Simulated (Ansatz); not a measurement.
# H4Sn: the cost of one run

Computed with Ansatz 0.2.0, Gaussian basis. Level: def2-QZVPP, all electrons in the functionals, frozen cores in the correlation of double hybrids and RPA.

Plan: PBE, BLYP, r2SCAN, B97M-V, PBE0, B3LYP, wB97M-V, B2PLYP, at charge 1, doublet; charge 1, quartet.

4 further runs of the same task are left out: 4 set aside as unsound or not needed.

**1. The system**

The geometry is a PBE0/def2-TZVP stationary point (not a proven minimum). No spin-orbit coupling is included. Elements past krypton take def2 core potentials.

5 atoms, charge 1, spin multiplicity 2.

Atoms are counted from 1 here; the program's logs count them from 0.

Bond lengths: Sn1–H2 1.727 Å, Sn1–H3 1.727 Å, Sn1–H4 1.727 Å, Sn1–H5 1.727 Å. Angles: H2–Sn1–H3 96.4°, H2–Sn1–H4 96.4°, H2–Sn1–H5 140.9°, H3–Sn1–H4 140.9°, H3–Sn1–H5 96.4°, H4–Sn1–H5 96.4°.

No dispersion term is added; B97M-V, wB97M-V hold VV10 nonlocal correlation. B3LYP takes the VWN-RPA correlation.

The geometry shown and the zero of energy belong to the point charge 1, doublet. The yardstick, RCCSD(T), and other wave-function levels (R restricted, U unrestricted, valence and pair active spaces) come from earlier runs.

**2. PBE, charge 1, doublet**

File in.yaml:

```yaml
crystal:
  periodic: [false, false, false]
  atoms:
    - {symbol: Sn, position_ang: [0.000000, 0.000000, 0.000000]}
    - {symbol: H, position_ang: [0.576108, 1.151605, 1.150289]}
    - {symbol: H, position_ang: [-0.582086, -1.148326, 1.150558]}
    - {symbol: H, position_ang: [-0.574264, 1.149248, -1.153563]}
    - {symbol: H, position_ang: [0.580242, -1.152528, -1.147283]}
basis:
  gaussian: {orbitals: "def2-QZVPP.json"}
total_charge: 1
magnetization: {spin_polarized: true, initial_magnetization: 1}
hamiltonian: {xc: {name: PBE}}
output: {orbitals: {seedname: orbitals}}
```

The run is started by

```bash
> ansatz run in.yaml --threads 1 --pin off --events-out ev --progress --plain --max-ram 2393MiB
```

**Question.** How long does this run take on 1 thread of Arm Neoverse V2, shared host?

About 4.9 s.
